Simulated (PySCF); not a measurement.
# C6H9BS: the cost of one run

The runs use PySCF 2.14.0, with density-fitted response routines of our own; the level of theory stands in each step. All values are computed, except where a source is named. Atoms are numbered from 0 throughout.

**1. The molecule as given**

17 atoms, charge 0, multiplicity 1; geometry from: GFN2-xTB. The atoms were then displaced at random by about 0.01 Å, so the start is not that level's minimum.

Bonds of the start (Å): C0–B1 1.55, B1–C2 1.59, B1–C3 1.57, C3–C4 1.36, C4–C5 1.40, C5–C6 1.36, C6–S7 1.71, S7–C3 1.74, C0–H8 1.09, C0–H9 1.10, C0–H10 1.12, C2–H11 1.06, C2–H12 1.08, C2–H13 1.08, C4–H14 1.08, C5–H15 1.07, C6–H16 1.07.

**2. Relaxing the molecule at PBE0-D3(BJ)/def2-SVP**

Job settings and geometry (Å):

```
{"job": {"xc": "PBE0", "basis": "def2-SVP", "d3": "d3bj", "grid": 1, "shake": 0.01, "kind": "geom"}, "charge": 0, "multiplicity": 1}
C     -1.652390     1.665090    -0.224850
B     -1.044790     0.253180    -0.052130
C     -1.994530    -1.014610     0.062960
C      0.518120     0.073810     0.000700
C      1.210380    -1.093600     0.140550
C      2.601800    -0.901300     0.157430
C      2.964510     0.400970     0.018680
S      1.605800     1.427400    -0.131550
H     -0.944470     2.492480    -0.334160
H     -2.343090     1.712130    -1.079790
H     -2.300850     1.940190     0.640440
H     -3.027100    -0.764920     0.092590
H     -1.784490    -1.575220     0.961840
H     -1.826720    -1.688350    -0.757890
H      0.741780    -2.061610     0.251630
H      3.317450    -1.691500     0.274010
H      3.942070     0.837690    -0.010270
```

The run is started by

```
$ OMP_NUM_THREADS=1 python probes_run.py task.json out
```

One launch serves the whole session: the jobs run in the order shown.

Q: Estimate the wall time and peak memory of this first job on 1 thread of Intel Xeon Platinum 8375C at 2.90GHz, shared host.

About 69 s, with a peak of 0.66 GiB.
